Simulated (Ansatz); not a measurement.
# C₂H₃FOSi: a ladder of functionals and wavefunction methods

An exercise on one series of results from a longer session: the logs are not shown, and one member is left open.

Computed with Ansatz 0.2.0, Gaussian basis. Level: functionals in def2-TZVPP, the program's frozen cores in correlated methods.

Levels to be run: LDA (SPW92), PBE-D4, revPBE-D4, BLYP-D4, r2SCAN-D4, B97M-V, PBE0-D4, B3LYP-D4, r2SCANh-D4, r2SCAN0-D4, HSE06-D4, BHLYP-D4, CAM-B3LYP-D4, LC-ωPBE, ωB97X-V, ωB97M-V, B2PLYP, PBE-QIDH; CCSD(T)/def2-SVP; CCSD(T)/def2-TZVPP; MP2/def2-QZVPP; extrapolation to the limit; RPA on PBE.

## The relaxed structure

All runs share one geometry, relaxed beforehand with PBE0-D4 in a triple-zeta def2 set.

SMILES `FC1=C[SiH2]O1`, 8 atoms, charge 0, spin multiplicity 1.

Atoms are counted from 1 here; the program's logs count them from 0.

Bond lengths: F1–C2 1.307 Å, C2–C3 1.344 Å, C2–O5 1.347 Å, C3–Si4 1.822 Å, C3–H6 1.075 Å, Si4–O5 1.738 Å, Si4–H7 1.480 Å, Si4–H8 1.480 Å. Angles: F1–C2–C3 131.4°, F1–C2–O5 115.0°, C3–C2–O5 113.5°, C2–C3–Si4 82.4°, C2–C3–H6 129.4°, Si4–C3–H6 148.1°, C3–Si4–O5 78.4°, C3–Si4–H7 120.5°, C3–Si4–H8 120.5°, O5–Si4–H7 110.6°, O5–Si4–H8 110.6°, H7–Si4–H8 110.8°, C2–O5–Si4 85.6°.

The first run:

The input, in.yaml:

```yaml
crystal:
  periodic: [false, false, false]
  atoms:
    - {symbol: F, position_ang: [-0.433502, 1.551466, 1.752570]}
    - {symbol: C, position_ang: [-0.196408, 0.702586, 0.786851]}
    - {symbol: C, position_ang: [0.742705, -0.249085, 0.649908]}
    - {symbol: Si, position_ang: [-0.102300, -0.513889, -0.942303]}
    - {symbol: O, position_ang: [-1.035189, 0.785766, -0.263916]}
    - {symbol: H, position_ang: [1.530625, -0.532563, 1.323245]}
    - {symbol: H, position_ang: [0.535151, -0.092161, -2.209383]}
    - {symbol: H, position_ang: [-0.948983, -1.709119, -1.152571]}
basis:
  gaussian: {orbitals: def2-TZVPP}
hamiltonian: {xc: lda}
output: {orbitals: {seedname: orbitals}}
```

On the command line:

```sh
ansatz run in.yaml --threads 2 --pin off --events-out ev --progress --plain --max-ram 4352MiB
```

Steps of the session up to this table: LDA; PBE-D4 (GGA); revPBE-D4 (GGA); BLYP-D4 (GGA); r2SCAN-D4 (meta-GGA); B97M-V (meta-GGA); B3LYP-D4 (hybrid); r2SCANh-D4 (hybrid); r2SCAN0-D4 (hybrid); HSE06-D4 (hybrid); BHLYP-D4 (hybrid); CAM-B3LYP-D4 (range-separated); LC-ωPBE (range-separated); ωB97X-V (range-separated); ωB97M-V (range-separated); B2PLYP (double hybrid); PBE-QIDH (double hybrid).

One of the session's tables, all rows but one given; the rest of the session is left out.

It belongs to the step «Orbital energies across the functionals». 

```
  functional  HOMO (eV)  gap (eV)
 LDA (SPW92)      -6.14      4.56
      PBE-D4      -5.93      4.61
   revPBE-D4      -5.86      4.64
     BLYP-D4      -5.79      4.58
   r2SCAN-D4      -6.17      5.23
      B97M-V      -6.24      5.13
     PBE0-D4      -7.18      6.72
    B3LYP-D4      -6.95      6.26
  r2SCANh-D4          ?         ?
  r2SCAN0-D4      -7.35      7.13
    HSE06-D4      -6.78      5.94
    BHLYP-D4      -8.29      8.68
CAM-B3LYP-D4      -8.53      9.05
     LC-ωPBE      -9.89     11.61
     ωB97X-V      -9.51     11.10
     ωB97M-V      -9.42     10.68
```

**Question.** Estimate the row for r2SCANh-D4.

Worked estimate for «HOMO (eV)». Against the share of exact exchange, r2SCAN-D4 (0, -6.17), r2SCAN0-D4 (0.25, -7.35) give a slope of -4.72 per unit share; at 0.1 the line stands at -6.64.

As computed: HOMO (eV): -6.64; gap (eV): 6.00. In «HOMO (eV)» the line misses by 0.00.
